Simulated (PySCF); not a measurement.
The system is BFH2, in a box.

```
B F H
1.0
    12.00000    0.00000    0.00000
     0.00000   11.00000    0.00000
     0.00000    0.00000   11.00000
B F H
1 1 2
Direct
  0.49678 0.49061 0.50828
  0.58749 0.46400 0.57016
  0.41468 0.43197 0.52800
  0.50190 0.57185 0.43602
```

Base run:

- Program: PySCF 2.14.0
- Functional: PW91
- Potentials or basis: pob-tzvp-rev2 (all-electron)
- k mesh: 1 × 1 × 1
- Occupations: fixed
- Spin: no spin polarisation

Its results: gap between the frontier levels 6.14 eV.

**Question.** After a change of settings the same cell gave: gap between the frontier levels 6.83 eV. Which change was it?
A. functional from PW91 to revTPSS; dispersion from none to D4
B. functional from PW91 to HSE03; dispersion from none to D3
C. functional from PW91 to SVWN5

**Answer.** A.

Caveats: this is a molecule in a periodic box at the Γ point, so its band gap is the HOMO-LUMO gap; the basis of atomic orbitals isn't converged, which shifts pressures, moduli and gaps; this basis is made for solids and lacks diffuse functions, so gaps of a molecule come out too wide by an eV or more.

Not every run made on this cell is shown here.
